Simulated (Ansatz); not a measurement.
# SnO: the cost of one run

Computed with Ansatz 0.2.0 (DFT LDA, scalar-relativistic, plane waves, PAW, unless a step's input says otherwise).

1 further run of the same task is left out (set aside as unsound or not needed).

## 1. The starting structure

It takes space group P4/nmm (No. 129, tetragonal). The conventional cell has a = 3.766 Å, b = 3.766 Å, c = 4.656 Å, α = 90.00°, β = 90.00°, γ = 90.00°. Sn (site symmetry 4mm) is surrounded by 4 O at 2.20 Å. Around O (site symmetry -4m2) lie 4 Sn at 2.20 Å.

Structure file:

```xyz
4
Lattice="3.7658 0.0000 0.0000 0.0000 3.7658 0.0000 0.0000 0.0000 4.6562" Properties=species:S:1:pos:R:3 pbc="T T T"
Sn    0.0000    1.8829    1.1435
Sn    1.8829    0.0000    3.5127
O     0.0000    0.0000    0.0000
O     1.8829    1.8829    0.0000
```

This cell was relaxed beforehand with the same method: volume 16.51 Å³/atom, gap on the mesh none (metal).

## 2. The scan

The energy is mapped over volume and the cell's shape.

First coordinate, volume per atom: 5 values from 14.53 to 18.49 Å³. Second coordinate, c/a of the conventional cell: 5 values from 1.031 to 1.483.

Nothing else is relaxed (fractional coordinates fixed). Energies count from the relaxed crystal. Points are written as (first, second).

## 3. Grid point (14.53 Å³, 1.031)

File input.yaml:

```yaml
crystal:
  lattice:
    - [3.8344335618, 0.0, 0.0]
    - [0.0, 3.8344335618, 0.0]
    - [0.0, 0.0, 3.9521506722]
  atoms:
    - { symbol: Sn, position: [0.0, 0.5, 0.2455950842] }
    - { symbol: Sn, position: [0.5, 0.0, 0.7544049158] }
    - { symbol: O, position: [0.0, 0.0, 0.0] }
    - { symbol: O, position: [0.5, 0.5, 0.0] }
basis:
  ecutwfc: 520.0
kpoints:
  mp_grid: { grid: [12, 12, 10] }
hamiltonian:
  xc: lda
  pseudopotentials: { kind: paw, azcp: { folder: soft_1 } }
scf:
  occupations: { method: gaussian, width: 0.15 }
output:
  forces: true
  stress: true
  eigenvalues: true
```

Started as:

```console
$ ansatz run input.yaml --threads 1 --pin off --max-ram 2048MiB --backend cpu --events-out ev --progress --plain --runs-dir out
```

What time and memory should one allow on 1 thread of AMD EPYC 7R43 (Zen 3), shared host?

About 14 s, with a peak of 0.53 GiB.
